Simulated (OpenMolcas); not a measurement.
# Rh³⁺: CASSCF and CASPT2 terms and fine-structure levels, part 2 of 2

Which level of Rh³⁺ lies lowest, and where do the others fall? The reference wave functions come first, then spin-orbit coupling, then second-order correlation under several settings.

OpenMolcas 26.06; ANO-RCC-VDZ, DKH2, active space 6 electrons in 5 orbitals (4d), orbitals: per spin and parity.

### Step 8. A second chain with one setting off

The same chain was run once more. Its first step that differs:

The input, a.inp:

```
&RASSCF
FileOrb=start.orb
Symmetry=1
Spin=5
nActEl=6 0 0
Inactive=9 9
Ras2=5 0
CIRoot=5 5 1
SDav=5
CIMx=300
Iter=82 100
PrWF=0.3
OrbListing=Nothing
MaxOrb=0
Atom
Thrs=1.0e-3 5.0e-1 5.0e-1
>>> COPY $Project.JobIph JOB001
```

Log (excerpt; [...] marks lines left out):

```text
[...]
      Number of active orbitals                  5
[...]
      Spin quantum number                      2.0
[...]
      Active orbitals                            5   0
[...]
      Number of CSFs                             5
      Number of root(s) required                 5
[...]
      Convergence after  5 iterations
[...]
      Natural orbitals and occupation numbers for root  1
      sym 1:   1.000000   1.000000   1.000000   2.000000   1.000000
      Natural orbitals and occupation numbers for root  2
      sym 1:   1.000000   1.000000   2.000000   1.000000   1.000000
      Natural orbitals and occupation numbers for root  3
      sym 1:   2.000000   1.000000   1.000000   1.000000   1.000000
::    RASSCF root number  1 Total energy:  -4778.52262878
::    RASSCF root number  2 Total energy:  -4778.52262878
::    RASSCF root number  3 Total energy:  -4778.52262878
::    RASSCF root number  4 Total energy:  -4778.52262878
::    RASSCF root number  5 Total energy:  -4778.52262878
```

What is off: The convergence thresholds are far too loose, so the orbitals stop early.

The chain ran to its end. Its levels beside the sound ones, in cm⁻¹:

```tsv
level	this chain	sound chain
4d⁶ ⁵D₄	0.0	0.0
4d⁶ ⁵D₃	1654	1654
4d⁶ ⁵D₂	2617	2618
4d⁶ ⁵D₁	3249	3249
4d⁶ ⁵D₀	3551	3552
4d⁶ ³H₆	19822	19824
4d⁶ ³H₄	20073	20076
4d⁶ ³H₅	20305	20307
4d⁶ ³P₂(1)	20920	20922
4d⁶ ³F₄(1)	22761	22762
4d⁶ ³F₃(1)	23124	23126
4d⁶ ³F₂(1)	23885	23886
```

The levels move by 1.7 cm⁻¹ on average and by 5.1 cm⁻¹ at most. The steps below build on the sound chain.

### Step 9. CASPT2: IPEA 0.25, imaginary shift 0.1 (closed shells correlated: 4s 4p)

The input, a.inp:

```
>>> COPY JOB001 $Project.JobIph
&CASPT2
Multistate=5 1 2 3 4 5
Frozen=8 6
IPEA=0.25
Imaginary=0.1
MaxIter=60
WThr=0.0 0.3 0.05
PrWF=0.5
NoMix
>>> COPY JOB002 $Project.JobIph
&CASPT2
Multistate=45 1 2 3 4 5 6 7 8 9 10 11 12 13 14 15 16 17 18 19 20 21 22
23 24 25 26 27 28 29 30 31 32 33 34 35 36 37 38 39 40 41 42 43 44 45
Frozen=8 6
IPEA=0.25
Imaginary=0.1
MaxIter=60
WThr=0.0 0.3 0.05
PrWF=0.5
NoMix
>>> COPY JOB003 $Project.JobIph
&CASPT2
Multistate=49 1 2 3 4 5 6 7 8 9 10 11 12 13 14 15 16 17 18 19 20 21 22
23 24 25 26 27 28 29 30 31 32 33 34 35 36 37 38 39 40 41 42 43 44 45 46
47 48 49
Frozen=8 6
IPEA=0.25
Imaginary=0.1
MaxIter=60
WThr=0.0 0.3 0.05
PrWF=0.5
NoMix
```

Log:

```text
Orbital specifications:
      -----------------------

      Symmetry species                           1   2
                                                ag  au
      Frozen orbitals                            8   6
      Inactive orbitals                          1   3
      Active orbitals                            5   0
      Secondary orbitals                         7   6
      Deleted orbitals                           0   0
      Number of basis functions                 21  15
Type of calculation                        MS-CASPT2
      Fock operator                              state-specific
      IPEA shift                                 0.25
      Real shift                                 0.00
      Imaginary shift                            0.10
      The input orbitals will be transformed to quasi-canonical
Reference energy:       -4778.5226288720
      E2 (Non-variational):      -0.0861171467
      Shift correction:          -0.0000465686
      E2 (Variational):          -0.0861637153
      Total energy:           -4778.6087925872
      Residual norm:              0.0000001409
      Reference weight:           0.98236
      Contributions to the CASPT2 correlation energy
      Active & Virtual Only:         -0.0191096581
      One Inactive Excited:          -0.0280958513
      Two Inactive Excited:          -0.0389116373
Reference energy:       -4778.5226288720
      E2 (Non-variational):      -0.0861062917
      Shift correction:          -0.0000460218
      E2 (Variational):          -0.0861523135
      Total energy:           -4778.6087811855
      Residual norm:              0.0000001265
      Reference weight:           0.98238
      Contributions to the CASPT2 correlation energy
      Active & Virtual Only:         -0.0190984259
      One Inactive Excited:          -0.0280962008
      Two Inactive Excited:          -0.0389116650
::    CASPT2 Root  1     Total energy:  -4778.60879259
::    CASPT2 Root  2     Total energy:  -4778.60878119
::    CASPT2 Root  3     Total energy:  -4778.60878569
::    CASPT2 Root  4     Total energy:  -4778.60878170
::    CASPT2 Root  5     Total energy:  -4778.60878771
::    MS-CASPT2 Root  1     Total energy:  -4778.60879778
::    MS-CASPT2 Root  2     Total energy:  -4778.60879172
::    MS-CASPT2 Root  3     Total energy:  -4778.60878817
::    MS-CASPT2 Root  4     Total energy:  -4778.60878441
::    MS-CASPT2 Root  5     Total energy:  -4778.60876680
Orbital specifications:
      -----------------------

      Symmetry species                           1   2
                                                ag  au
      Frozen orbitals                            8   6
      Inactive orbitals                          1   3
      Active orbitals                            5   0
      Secondary orbitals                         7   6
      Deleted orbitals                           0   0
      Number of basis functions                 21  15
Type of calculation                        MS-CASPT2
      Fock operator                              state-specific
      IPEA shift                                 0.25
      Real shift                                 0.00
      Imaginary shift                            0.10
      The input orbitals will be transformed to quasi-canonical
Reference energy:       -4778.4359817681
      E2 (Non-variational):      -0.0831155292
      Shift correction:          -0.0000421830
      E2 (Variational):          -0.0831577122
      Total energy:           -4778.5191394803
      Residual norm:              0.0000000250
      Reference weight:           0.98312
      Contributions to the CASPT2 correlation energy
      Active & Virtual Only:         -0.0198649106
      One Inactive Excited:          -0.0284613949
      Two Inactive Excited:          -0.0347892238
Reference energy:       -4778.4359817681
      E2 (Non-variational):      -0.0831964659
      Shift correction:          -0.0000428625
      E2 (Variational):          -0.0832393285
      Total energy:           -4778.5192210966
      Residual norm:              0.0000000250
      Reference weight:           0.98304
      Contributions to the CASPT2 correlation energy
      Active & Virtual Only:         -0.0199115182
      One Inactive Excited:          -0.0284739735
      Two Inactive Excited:          -0.0348109742
::    CASPT2 Root  1     Total energy:  -4778.51913948
::    CASPT2 Root  2     Total energy:  -4778.51922110
::    CASPT2 Root  3     Total energy:  -4778.51927526
::    CASPT2 Root  4     Total energy:  -4778.51912066
::    CASPT2 Root  5     Total energy:  -4778.51911023
::    CASPT2 Root  6     Total energy:  -4778.51915302
::    CASPT2 Root  7     Total energy:  -4778.51913166
::    CASPT2 Root  8     Total energy:  -4778.51914274
::    CASPT2 Root  9     Total energy:  -4778.51910059
::    CASPT2 Root 10     Total energy:  -4778.51919600
::    CASPT2 Root 11     Total energy:  -4778.51915292
::    CASPT2 Root 12     Total energy:  -4778.53209229
::    CASPT2 Root 13     Total energy:  -4778.53209553
::    CASPT2 Root 14     Total energy:  -4778.53209557
::    CASPT2 Root 15     Total energy:  -4778.52021266
::    CASPT2 Root 16     Total energy:  -4778.52041823
::    CASPT2 Root 17     Total energy:  -4778.52023676
::    CASPT2 Root 18     Total energy:  -4778.52033126
::    CASPT2 Root 19     Total energy:  -4778.52046747
::    CASPT2 Root 20     Total energy:  -4778.52034202
::    CASPT2 Root 21     Total energy:  -4778.52021339
::    CASPT2 Root 22     Total energy:  -4778.50391636
::    CASPT2 Root 23     Total energy:  -4778.50394305
::    CASPT2 Root 24     Total energy:  -4778.50403437
::    CASPT2 Root 25     Total energy:  -4778.50391669
::    CASPT2 Root 26     Total energy:  -4778.50393818
::    CASPT2 Root 27     Total energy:  -4778.50391147
::    CASPT2 Root 28     Total energy:  -4778.50391000
::    CASPT2 Root 29     Total energy:  -4778.50389254
::    CASPT2 Root 30     Total energy:  -4778.50391924
Orbital specifications:
      -----------------------

      Symmetry species                           1   2
                                                ag  au
      Frozen orbitals                            8   6
      Inactive orbitals                          1   3
      Active orbitals                            5   0
      Secondary orbitals                         7   6
      Deleted orbitals                           0   0
      Number of basis functions                 21  15
Type of calculation                        MS-CASPT2
      Fock operator                              state-specific
      IPEA shift                                 0.25
      Real shift                                 0.00
      Imaginary shift                            0.10
      The input orbitals will be transformed to quasi-canonical
Reference energy:       -4778.3927760604
      E2 (Non-variational):      -0.0812901321
      Shift correction:          -0.0000424964
      E2 (Variational):          -0.0813326284
      Total energy:           -4778.4741086889
      Residual norm:              0.0000009435
      Reference weight:           0.98337
      Contributions to the CASPT2 correlation energy
      Active & Virtual Only:         -0.0204255035
      One Inactive Excited:          -0.0280151941
      Two Inactive Excited:          -0.0328494344
Reference energy:       -4778.3927760604
      E2 (Non-variational):      -0.0813479425
      Shift correction:          -0.0000422283
      E2 (Variational):          -0.0813901708
      Total energy:           -4778.4741662313
      Residual norm:              0.0000008981
      Reference weight:           0.98337
      Contributions to the CASPT2 correlation energy
      Active & Virtual Only:         -0.0204710939
      One Inactive Excited:          -0.0280225470
      Two Inactive Excited:          -0.0328543016
::    CASPT2 Root  1     Total energy:  -4778.47410869
::    CASPT2 Root  2     Total energy:  -4778.47416623
::    CASPT2 Root  3     Total energy:  -4778.47412127
::    CASPT2 Root  4     Total energy:  -4778.47404662
::    CASPT2 Root  5     Total energy:  -4778.47406220
::    CASPT2 Root  6     Total energy:  -4778.47411546
::    CASPT2 Root  7     Total energy:  -4778.47396617
::    CASPT2 Root  8     Total energy:  -4778.47398282
::    CASPT2 Root  9     Total energy:  -4778.47405947
::    CASPT2 Root 10     Total energy:  -4778.47402471
::    CASPT2 Root 11     Total energy:  -4778.47397779
::    CASPT2 Root 12     Total energy:  -4778.47396097
::    CASPT2 Root 13     Total energy:  -4778.47400101
::    CASPT2 Root 14     Total energy:  -4778.48103238
::    CASPT2 Root 15     Total energy:  -4778.48129654
::    CASPT2 Root 16     Total energy:  -4778.48122349
::    CASPT2 Root 17     Total energy:  -4778.48115138
::    CASPT2 Root 18     Total energy:  -4778.48136980
::    CASPT2 Root 19     Total energy:  -4778.48120782
::    CASPT2 Root 20     Total energy:  -4778.48156074
::    CASPT2 Root 21     Total energy:  -4778.48136350
::    CASPT2 Root 22     Total energy:  -4778.48139838
::    CASPT2 Root 23     Total energy:  -4778.47313666
::    CASPT2 Root 24     Total energy:  -4778.46397270
::    CASPT2 Root 25     Total energy:  -4778.46406648
::    CASPT2 Root 26     Total energy:  -4778.46405127
::    CASPT2 Root 27     Total energy:  -4778.46398305
::    CASPT2 Root 28     Total energy:  -4778.46399443
::    CASPT2 Root 29     Total energy:  -4778.43161997
::    CASPT2 Root 30     Total energy:  -4778.43160155
```

Time for this run: 8.7 s (1 thread of Arm Neoverse V2, shared host).

SS-CASPT2: lowest energy less the reference's lowest, -0.0862 hartree; reference weights 0.974 to 0.983. These are the single-state energies of the run (the lines without MS-).

Fine-structure levels, from the RASSI matrix with the averaged CASPT2 term energies on its diagonal:

```tsv
Configuration	Term	J	E (cm⁻¹)	Leading %	Second
4d⁶	⁵D	4	0.0	98	
4d⁶	⁵D	3	1675	99	
4d⁶	⁵D	2	2570	97	2 ³P(1)
4d⁶	⁵D	1	3180	97	3 ³P(1)
4d⁶	⁵D	0	3470	97	3 ³P(1)
4d⁶	³P(1)	2	16520	95	2 ⁵D
4d⁶	³F(1)	4	19170	56	18 ³H
4d⁶	³H	6	20530	97	3 ¹I
4d⁶	³H	5	20760	77	23 ³G
4d⁶	³F(1)	3	20980	88	10 ³G
4d⁶	³P(1)	1	21230	95	3 ⁵D
4d⁶	³F(1)	2	21400	96	4 ¹D(1)
4d⁶	³P(1)	0	21960	82	15 ¹S
4d⁶	³H	4	22000	68	30 ³F(1)
4d⁶	³G	5	24990	77	23 ³H
4d⁶	³G	4	26070	83	7 ³H
4d⁶	³G	3	26400	88	11 ³F(1)
4d⁶	³D	2	28770	88	8 ¹D(1)
4d⁶	³D	1	29220	98	2 ³P(1)
4d⁶	³D	3	29510	97	
4d⁶	¹G(1)	4	31210	87	7 ³H
4d⁶	¹I	6	31770	97	3 ³H
4d⁶	¹S	0	33010	82	14 ³P(1)
4d⁶	¹D(1)	2	34570	85	9 ³D
```

### Step 10. CASPT2 with a setting that is off

Edit a.inp of step 9 so:

```diff
@@ -5,3 +5,3 @@
 IPEA=0.25
-Imaginary=0.1
+Shift=2.0
 MaxIter=60
@@ -16,3 +16,3 @@
 IPEA=0.25
-Imaginary=0.1
+Shift=2.0
 MaxIter=60
@@ -28,3 +28,3 @@
 IPEA=0.25
-Imaginary=0.1
+Shift=2.0
 MaxIter=60
```

Launch:

```console
OMP_NUM_THREADS=1 MOLCAS_MEM=2252 MOLCAS_PROJECT=a pymolcas a.inp > a.log
```

Log (excerpt; [...] marks lines left out):

```text
[...]
      Active orbitals                            5   0
[...]
      E2 (Variational):          -0.0786924129
      Total energy:           -4778.6013212849
[...]
::    CASPT2 Root  1     Total energy:  -4778.60132128
::    CASPT2 Root  2     Total energy:  -4778.60131896
[...]
::    CASPT2 Root 27     Total energy:  -4778.45391474
::    CASPT2 Root 28     Total energy:  -4778.45392478
::    CASPT2 Root 29     Total energy:  -4778.42201912
::    CASPT2 Root 30     Total energy:  -4778.42200166
```

Time for this run: 8.3 s (1 thread of Arm Neoverse V2, shared host).

What is wrong: The level shift is far too large and damps the second-order energy.

Its levels beside those of the sound run (SS-CASPT2, IPEA 0.25, imaginary shift 0.1 (closed shells correlated: 4s 4p)), in cm⁻¹:

```tsv
level	this run	sound run
4d⁶ ⁵D₄	0.0	0.0
4d⁶ ⁵D₃	1673	1675
4d⁶ ⁵D₂	2576	2568
4d⁶ ⁵D₁	3194	3184
4d⁶ ⁵D₀	3484	3473
4d⁶ ³P₂(1)	17001	16517
4d⁶ ³F₄(1)	19339	19168
4d⁶ ³H₆	20461	20534
4d⁶ ³H₅	20721	20757
4d⁶ ³F₃(1)	21228	20981
4d⁶ ³P₁(1)	21711	21229
4d⁶ ³F₂(1)	21675	21398
```

The levels move by 340 cm⁻¹ on average and by 790 cm⁻¹ at most. They are not used below.

### Step 11. Levels by method

A. CASSCF
B. SS-CASPT2, IPEA 0.25, imaginary shift 0.1 (closed shells correlated: 4s 4p)

Energies in cm⁻¹ above each method's lowest level.

```tsv
level	A	B
4d⁶ ⁵D₄	0.0	0.0
4d⁶ ⁵D₃	1654	1675
4d⁶ ⁵D₂	2618	2570
4d⁶ ⁵D₁	3249	3180
4d⁶ ⁵D₀	3552	3470
4d⁶ ³H₆	19824	20530
4d⁶ ³H₅	20307	20760
4d⁶ ³P₂(1)	20922	16520
4d⁶ ³F₃(1)	23126	20980
4d⁶ ³F₂(1)	23886	21400
4d⁶ ³G₅	25426	24990
4d⁶ ³P₁(1)	25601	21230
4d⁶ ³P₀(1)	26475	21960
4d⁶ ³G₄	26912	26070
4d⁶ ³G₃	27350	26400
4d⁶ ¹I₆	30667	31770
4d⁶ ³D₂	31761	28770
4d⁶ ³D₁	32039	29220
4d⁶ ³D₃	32280	29510
4d⁶ ¹G₄(1)	33267	31210
4d⁶ ¹S₀	38205	33010
4d⁶ ¹D₂(1)	39682	34570
4d⁶ ¹F₃	44060	40290
4d⁶ ³P₀(2)	50075	44340
4d⁶ ³P₁(2)	51188	45440
4d⁶ ³F₄(2)	52085	47630
4d⁶ ³F₂(2)	52165	47690
4d⁶ ³F₃(2)	52940	48560
4d⁶ ³P₂(2)	54258	48510
4d⁶ ¹G₄(2)	59123	54750
```

### Step 12. Outcome

This closing draws on all 2 parts.

```
                                                                                   quantity                                                                        value
                                                                                     method  SS-CASPT2, IPEA 0.25, imaginary shift 0.1 (closed shells correlated: 4s 4p)
                                                                               lowest level                                        4d⁶ ⁵D₄, 98 % of that term, g = 1.496
                                                                ground level listed by NIST                                                                          5D4
                                                                        first excited level                                                         4d⁶ ⁵D₃ at 1675 cm⁻¹
                                                               lowest level of another term                                                     4d⁶ ³P₂(1) at 16520 cm⁻¹
                                                    spin-orbit lowering of the lowest level                                                                    1901 cm⁻¹
strongest of the lines computed, by gA (one parity, so forbidden lines), at CASSCF energies                            4d⁶ ¹D₂(2) → 4d⁶ ¹G₄(1), 222 nm, A = 3.61e+01 s⁻¹
```

Cost and accuracy by method:

```tsv
method	time of its own steps	time with the reference	mean absolute difference from method B (cm-1)
A. CASSCF	21 s	21 s	2700
B. SS-CASPT2, IPEA 0.25, imaginary shift 0.1, +4s 4p	8.7 s	29 s	0
```

Times are of one thread on a shared host.

The multiplet ⁵D is inverted; its intervals divided by the larger J differ by 40 % of their mean, where Landé's rule for pure LS coupling makes them equal. Second-order correlation (method B) scales the levels of the lowest configuration above 5000 cm⁻¹ by 0.79 to 1.04. Only the configurations of the active space and the roots asked for are present. Not all states of the active space went into the spin-orbit step. CASPT2 does not keep the components of a term degenerate, and the means are used. The basis is small and contracted for the neutral atom, so it is rough for this charge. Only valence configurations of the active space appear, up to the ionisation limit; * or ° marks odd parity.
